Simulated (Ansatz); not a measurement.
# InH₃O: taking an electron away

One table from this session's results is given with a row withheld; the runs are named, their logs left out.

Method: unrestricted cation, the program's frozen cores in correlated methods; program: Ansatz 0.2.0, Gaussian basis.

Levels to be run: UKS PBE-D4/def2-TZVPP; UKS r2SCAN-D4/def2-TZVPP; UKS PBE0-D4/def2-TZVPP; UKS B3LYP-D4/def2-TZVPP; UKS wB97X-V/def2-TZVPP; UKS wB97M-V/def2-TZVPP; UKS B2PLYP/def2-TZVPP; UHF-CCSD(T)/def2-TZVPP; UHF-CCSD(T)/def2-QZVPP; extrapolation to the limit; then −ε(HOMO) from the neutral's earlier runs with LDA (SPW92), PBE-D4, revPBE-D4, BLYP-D4, r2SCAN-D4, B97M-V, PBE0-D4, B3LYP-D4, r2SCANh-D4, r2SCAN0-D4, HSE06-D4, BHLYP-D4, CAM-B3LYP-D4, LC-ωPBE, ωB97X-V, ωB97M-V.

1 further run of the same task is left out (for a known fault of the program).

### The relaxed structure

The geometry comes from an earlier relaxation with PBE0-D4 in a triple-zeta def2 set; it is a stationary point. In takes the def2 core potential; no spin-orbit term is included.

SMILES `[OH][InH2]`, 5 atoms, charge 0, spin multiplicity 1.

Atoms are counted from 1 here; the program's logs count them from 0.

Bond lengths: O1–In2 1.991 Å, O1–H3 0.959 Å, In2–H4 1.715 Å, In2–H5 1.705 Å. Angles: In2–O1–H3 113.4°, O1–In2–H4 114.8°, O1–In2–H5 111.5°, H4–In2–H5 133.7°.

Set-up of the first run:

Input file in.yaml:

```yaml
crystal:
  periodic: [false, false, false]
  atoms:
    - {symbol: O, position_ang: [0.829282, -0.830845, 0.776579]}
    - {symbol: In, position_ang: [-0.169392, 0.504190, -0.312407]}
    - {symbol: H, position_ang: [0.380686, -1.675833, 0.849399]}
    - {symbol: H, position_ang: [-1.661634, -0.055662, -0.945431]}
    - {symbol: H, position_ang: [0.670957, 1.984449, -0.409440]}
basis:
  gaussian: {orbitals: def2-TZVPP}
total_charge: 1
magnetization: {spin_polarized: true, initial_magnetization: 1}
hamiltonian: {xc: pbe, dispersion: d4}
```

Launch:

```
$ ansatz run in.yaml --threads 2 --pin off --events-out ev --progress --plain --max-ram 32768MiB --backend cpu
```

Steps of the session up to this table: Cation, UKS PBE-D4/def2-TZVPP; Cation, UKS r2SCAN-D4/def2-TZVPP; Cation, UKS PBE0-D4/def2-TZVPP; Cation, UKS B3LYP-D4/def2-TZVPP; Cation, UKS wB97X-V/def2-TZVPP; Cation, UKS wB97M-V/def2-TZVPP; Cation, UKS B2PLYP (frozen core)/def2-TZVPP; Cation, UHF-CCSD(T)/def2-TZVPP; Cation, UHF-CCSD(T)/def2-QZVPP.

One table of the session follows, with a row left open; its other results are not shown here.

For comparison, −ε(HOMO) of the neutral from earlier runs:

| functional | −ε(HOMO) (eV) |
| --- | --- |
| LDA (SPW92) | 6.95 |
| PBE-D4 | 6.73 |
| revPBE-D4 | 6.64 |
| BLYP-D4 | 6.64 |
| r2SCAN-D4 | 7.02 |
| B97M-V | 7.11 |
| PBE0-D4 | 8.23 |
| B3LYP-D4 | 8.02 |
| r2SCANh-D4 | 7.61 |
| r2SCAN0-D4 | 8.44 |
| HSE06-D4 | 7.82 |
| BHLYP-D4 | 9.52 |
| CAM-B3LYP-D4 | 9.63 |
| LC-ωPBE | 10.96 |
| ωB97X-V | 10.62 |
| ωB97M-V | ? |

Q: Estimate the row for ωB97M-V from the others.

The run gave: −ε(HOMO) (eV): 10.50. In the column «−ε(HOMO) (eV)» it lies between CAM-B3LYP-D4 (9.63) and ωB97X-V (10.62).
